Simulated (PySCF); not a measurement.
# C5H7GeNO: the cost of one run

Programs: PySCF 2.14.0, with routines of our own; each step states its level. All values are computed. Atoms count from 0.

## 1. The system as given

15 atoms, charge 0, multiplicity 1; geometry from: GFN2-xTB.

## 2. Circular dichroism and optical rotation: TDDFT CAM-B3LYP/aug-cc-pVDZ

The job: settings as JSON, then the geometry in Å.

```
{"job": {"kind": "ecd", "xc": "CAM-B3LYP", "basis": "aug-cc-pVDZ", "nstates": 12}, "charge": 0, "multiplicity": 1}
C      1.806603    -0.661794    -1.369786
C      1.754664     0.154232    -0.331007
C      0.762093     0.062615     0.772645
O     -0.171580    -1.001793     0.660180
C     -1.310357    -0.439812     0.003815
C     -2.548491    -0.960608     0.494840
N     -3.553183    -1.326043     0.904695
Ge    -0.745317     1.419221     0.599873
H      1.128733    -1.493834    -1.462737
H      2.547895    -0.551836    -2.142086
H      2.455644     0.973371    -0.220048
H      1.271567    -0.009257     1.739485
H     -1.259421    -0.581087    -1.085433
H     -0.707791     2.523643    -0.448940
H     -1.435475     1.900972     1.862591
```

Level: TDDFT CAM-B3LYP/aug-cc-pVDZ circular dichroism and optical rotation, one conformer, gas phase.

Run with:

```console
$ OMP_NUM_THREADS=1 python excited_run.py task.json out
```

One launch serves the whole session: the jobs run in the order shown.

**Question.** How long does this job take on 1 thread of Arm Neoverse V1, shared host, and how much memory does it need?

About 3.1 min, with a peak of 1.3 GiB.
